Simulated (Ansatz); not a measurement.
# K2RbCO3F: the cost of one run

All numbers below are computed with Ansatz 0.2.0 (DFT PBE, plane waves, PAW, scalar-relativistic, no spin polarisation).

## (1) The system as given

The cell holds 16 atoms (C2F2K4O6Rb2): a = 7.150 Å, b = 7.150 Å, c = 7.209 Å, α = 115.46°, β = 115.46°, γ = 64.69°.

Structure file:

```xyz
16
Lattice="6.0404 -3.8250 0.0000 6.0404 3.8250 0.0000 -3.6684 0.0000 6.2056" Properties=species:S:1:pos:R:3 pbc="T T T"
K     6.0404    1.4035    0.0000
K     9.2173   -0.2550    0.4111
K     4.2062   -1.4034    3.1028
K    -0.8049   -0.2550    5.7945
Rb    7.3780    0.2460    3.5009
Rb    1.0345    0.2460    2.7046
C     6.0404   -1.9075    0.0000
C     4.2062    1.9128    3.1028
O     6.4436   -1.2450    1.0591
O     1.9689   -1.2450    5.1465
O     6.0404   -3.2204    0.0000
O     4.5902    1.2581    4.1742
O     4.2062    3.2249    3.1028
O     3.8223    1.2581    2.0314
F     8.1833    1.9034    1.4893
F     0.2291    1.9034    4.7162
```

## (2) Run 1

150 steps of 1 fs under a Nosé-Hoover thermostat at 500 K.

input.yaml reads:

```yaml
accuracy: low
crystal:
  lattice:
    - [6.040446, -3.825034, 0.0]
    - [6.040446, 3.825034, 0.0]
    - [-3.668436, 0.0, 6.205587]
  atoms:
    - { symbol: K, position: [0.316537, 0.683463, 0.0] }
    - { symbol: K, position: [0.816415, 0.749754, 0.066251] }
    - { symbol: K, position: [0.683452, 0.316548, 0.5] }
    - { symbol: K, position: [0.250246, 0.183585, 0.933749] }
    - { symbol: Rb, position: [0.749868, 0.814178, 0.56416] }
    - { symbol: Rb, position: [0.185822, 0.250132, 0.43584] }
    - { symbol: C, position: [0.749346, 0.250654, 0.0] }
    - { symbol: C, position: [0.249969, 0.750031, 0.5] }
    - { symbol: O, position: [0.747936, 0.422456, 0.17067] }
    - { symbol: O, position: [0.577544, 0.252064, 0.82933] }
    - { symbol: O, position: [0.920968, 0.079032, 0.0] }
    - { symbol: O, position: [0.419752, 0.748669, 0.672656] }
    - { symbol: O, position: [0.078443, 0.921557, 0.5] }
    - { symbol: O, position: [0.251331, 0.580248, 0.327344] }
    - { symbol: F, position: [0.501441, 0.99907, 0.24] }
    - { symbol: F, position: [0.00093, 0.498559, 0.76] }
basis:
  ecutwfc: 420.0
kpoints:
  mp_grid: { grid: [2, 2, 2] }
hamiltonian:
  xc: pbe
scf:
  occupations: { method: fermi_dirac, width: 0.05 }
  lower_state_search: "off"
md:
  timestep: 1
  n_steps: 150
  ensemble: nvt_nose_hoover
  temperature: 500.0
  initial_velocities: maxwell_boltzmann
  seed: 813804
  nose_hoover: { tau: 100.0, chain_length: 1 }
```

On the command line:

```console
$ ansatz run input.yaml --threads 1 --pin off --max-ram 3072MiB --backend cpu --events-out ev --progress --plain --runs-dir out
```

**Question.** How long does this run take on 1 thread of Arm Neoverse V1, shared host, and how much memory does it need?

About 15 min, with a peak of 0.64 GiB.
